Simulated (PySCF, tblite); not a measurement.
# C₆H₁₅OPSi: geometry, infrared bands and NMR shifts

Wanted: the infrared bands and NMR shifts of C₆H₁₅OPSi (`C[C@@H]1CCC[P@H](=O)[C@@H]1[SiH3]`), by calculation.

The runs use tblite 0.8.0 and PySCF 2.14.0, with density-fitted response routines of our own; the level of theory stands in each step. All values are computed, except where a source is named. Atoms count from 0, in the outputs and in this text.

## 1. Starting geometry

24 atoms, charge 0, multiplicity 1; geometry from: force field or distance geometry start.

Bonds of the start (Å): C0–C1 1.55, C1–C2 1.53, C2–C3 1.53, C3–C4 1.53, C4–P5 1.81, P5–O6 1.51, P5–C7 1.83, C7–Si8 1.86, C7–C1 1.54, C0–H9 1.10, C0–H10 1.09, C0–H11 1.09, C1–H12 1.09, C2–H13 1.10, C2–H14 1.10, C3–H15 1.08, C3–H16 1.10, C4–H17 1.09, C4–H18 1.10, P5–H19 1.40, C7–H20 1.10, Si8–H21 1.49, Si8–H22 1.47, Si8–H23 1.47.

## 2. Optimising the geometry with GFN2-xTB

The job: settings as JSON, then the geometry in Å.

```
{"job": {"kind": "relax", "xc": "GFN2-xTB", "basis": "xTB"}, "charge": 0, "multiplicity": 1}
C      1.873700     0.625600     0.500600
C      0.928700     0.206200    -0.649300
C      0.089300     1.394600    -1.113600
C     -0.996000     1.871900    -0.138800
C     -2.014400     0.772800     0.180700
P     -1.268200    -0.711100     0.907800
O     -0.650000    -0.326200     2.231600
C      0.038500    -1.007500    -0.334000
Si     0.799600    -2.638800     0.144200
H      1.319000     0.938500     1.401000
H      2.480800     1.474800     0.184700
H      2.547900    -0.178600     0.784400
H      1.583500    -0.071000    -1.469000
H      0.743800     2.244600    -1.346400
H     -0.408000     1.138900    -2.062900
H     -1.519200     2.730500    -0.544400
H     -0.527000     2.206900     0.803400
H     -2.774100     1.146300     0.865900
H     -2.529600     0.476700    -0.739300
H     -2.198400    -1.760800     0.907200
H     -0.530200    -1.215800    -1.255900
H     -0.283900    -3.632600     0.357300
H      1.647000    -3.117900    -0.962100
H      1.635300    -2.548100     1.354500
```

The run is started by

```console
OMP_NUM_THREADS=1 python probes_run.py task.json out
```

This one command runs all jobs of the session in turn.

**Question.** This job is followed by: GFN2-xTB harmonic vibrations, gas phase; GIAO PBE0/pcSseg-1 NMR shielding, non-relativistic, gas phase. Predict these results of the whole session: strongest single infrared mode (GFN2-xTB); zero-point energy (GFN2-xTB); 13C shifts against TMS (PBE0/pcSseg-1); 1H shifts against TMS (PBE0/pcSseg-1, means over atoms taken as alike); 31P shifts against H3PO4 (PBE0/pcSseg-1); 17O shifts against H2O (PBE0/pcSseg-1); 29Si shifts against TMS (PBE0/pcSseg-1).

As calculated:

| quantity | value |
| --- | --- |
| strongest single infrared mode (GFN2-xTB) | 2252 cm⁻¹, 430 km/mol |
| zero-point energy (GFN2-xTB) | 122.3 kcal/mol |
| 13C shifts against TMS (PBE0/pcSseg-1) | 40.7, 34.2, 32.9, 31.0, 20.8, 16.3 ppm |
| 1H shifts against TMS (PBE0/pcSseg-1, means over atoms taken as alike) | 7.28, 4.03, 2.45, 2.23, 2.14, 1.81, 1.77, 1.51, 1.47, 1.17, 0.72 ppm |
| 31P shifts against H3PO4 (PBE0/pcSseg-1) | -15.3 ppm |
| 17O shifts against H2O (PBE0/pcSseg-1) | 99.0 ppm |
| 29Si shifts against TMS (PBE0/pcSseg-1) | -72.1 ppm |

**Reading.** The optimisation took 92 steps and gained 0.444 eV; among the close pairs (by a distance rule), P5–O6 changed most, from 1.511 to 1.465 Å. No mode is imaginary among the 66: a minimum at this level. The strongest single mode, at 2252 cm⁻¹, moves mainly H22. Unscaled tight-binding wavenumbers are off by several per cent, some by more. Its intensities can rank the bands wrongly. At PBE0/pcSseg-1: The largest span, 269 ppm, is at P5, where the paramagnetic term is -631 ppm.
